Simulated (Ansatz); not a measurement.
Relaxation of a periodic cell of 35 atoms, Si₁₂O₂₃ (host SiO2, host structure P3_121, one O atom removed), to a largest force component of 0.03 eV/Å in at most 60 steps.

These are results of DFT PBE, scalar-relativistic, plane waves, PAW in Ansatz, not measurements. Settings: PAW set soft_1, cutoff 420 eV, k mesh 2x2x2, fermi-dirac smearing 0.02 eV, no spin polarisation.

```xyz
35
Lattice="-2.4605 4.2617 5.4163 4.9210 0.0000 5.4163 4.9210 8.5234 0.0000" Properties=species:S:1:pos:R:3:forces:R:3
Si 7.233 8.523 4.514 0.15 -0.21 -0.08
Si 3.765 2.002 6.319 2.84 0.14 1.85
Si 1.305 2.260 2.708 -2.57 -0.59 -2.00
O 6.306 9.663 3.867 -0.42 -0.05 0.24
O -2.165 2.493 2.061 -0.11 0.42 0.21
O 0.781 4.891 5.672 0.15 -0.33 0.17
O 0.781 3.633 3.355 0.28 0.70 0.16
O 2.756 2.493 2.061 0.33 0.36 0.05
O 3.845 11.645 5.160 -0.42 -0.01 -0.08
Si 4.772 4.262 4.514 0.22 0.06 0.03
Si 6.226 6.264 6.319 -0.08 0.07 0.01
Si 3.765 6.521 2.708 -0.09 -0.10 0.01
O 3.845 5.402 3.867 -0.41 0.03 0.12
O 2.756 6.031 1.549 0.24 -0.33 -0.12
O 3.241 9.152 5.672 0.16 -0.37 0.12
O 3.241 7.894 3.355 0.17 0.35 -0.11
O 5.216 6.754 2.061 0.24 0.35 0.12
O 1.385 7.383 5.160 -0.42 -0.06 -0.09
Si -0.149 4.262 4.514 0.15 -0.07 -0.09
Si 1.305 6.264 6.319 0.05 0.07 -0.15
Si 3.765 6.521 8.124 -0.04 -0.12 0.00
O 3.845 5.402 9.283 -0.43 0.06 0.16
O 2.756 6.031 6.966 0.20 -0.32 -0.12
O 5.702 4.891 5.672 0.16 -0.35 0.08
O 3.241 7.894 8.771 0.16 0.36 -0.12
O 5.216 6.754 7.478 0.23 0.34 0.12
O 3.845 3.122 5.160 -0.47 0.07 -0.38
Si 2.312 8.523 4.514 0.15 0.04 -0.03
Si 3.765 10.526 6.319 -0.05 0.10 -0.02
Si 6.226 10.783 8.124 -0.07 -0.14 0.01
O 6.306 9.663 9.283 -0.41 0.03 0.13
O 5.216 10.292 6.966 0.20 -0.34 -0.13
O 8.162 9.152 5.672 0.16 -0.52 0.11
O 5.702 12.156 8.771 0.13 0.40 -0.08
O 6.306 7.383 5.160 -0.40 -0.02 -0.12
```

Q: Where does it end, and by what steps?

A: The forces met the threshold. Limits of this set-up: no spin, though dangling bonds at a vacancy may carry it, a small cell, in which the defect meets its images, a typed lattice constant that wasn't relaxed here. After 6 steps the energy has fallen by 1.219 eV; O8 moved furthest, 0.55 Å. Joined: Si2–Si3 (3.06 → 2.44 Å).

| step | energy less start (eV) | largest force component (eV/Å) | accepted |
| --- | --- | --- | --- |
| 0 | 0.0000 | 2.836 | yes |
| 1 | -0.8288 | 1.338 | yes |
| 2 | -1.0254 | 1.375 | yes |
| 3 | -1.1470 | 0.866 | yes |
| 4 | -1.2143 | 0.083 | yes |
| 5 | -1.2185 | 0.046 | yes |
| 6 | -1.2194 | 0.018 | yes |

```xyz
35
Lattice="-2.4605 4.2617 5.4163 4.9210 0.0000 5.4163 4.9210 8.5234 0.0000" Properties=species:S:1:pos:R:3
Si 7.247 8.617 4.506
Si 3.929 1.998 6.476
Si 0.991 2.102 2.477
O 6.208 9.646 3.772
O -2.099 2.480 2.168
O 0.948 4.729 5.462
O 0.609 3.568 3.118
O 2.408 2.287 1.695
O 3.822 11.607 5.153
Si 4.875 4.309 4.566
Si 6.283 6.318 6.352
Si 3.828 6.597 2.808
O 3.892 5.477 3.991
O 2.794 6.101 1.662
O 3.189 9.125 5.812
O 3.334 8.023 3.413
O 5.292 6.844 2.144
O 1.391 7.322 5.086
Si -0.164 4.185 4.405
Si 1.228 6.149 6.200
Si 3.689 6.495 8.130
O 3.793 5.410 9.345
O 2.591 5.970 7.056
O 5.948 4.922 5.610
O 3.217 7.925 8.728
O 5.141 6.697 7.442
O 4.017 3.185 5.348
Si 2.311 8.547 4.571
Si 3.786 10.527 6.372
Si 6.247 10.799 8.169
O 6.265 9.695 9.368
O 5.272 10.274 6.972
O 8.247 9.243 5.643
O 5.715 12.214 8.758
O 6.328 7.502 5.244
```

Whether the end is a true minimum wasn't checked by a vibrational analysis.

Run time: 40 s on 4 threads of Arm Neoverse V2, with other jobs on the host, peak memory 1.5 GiB.
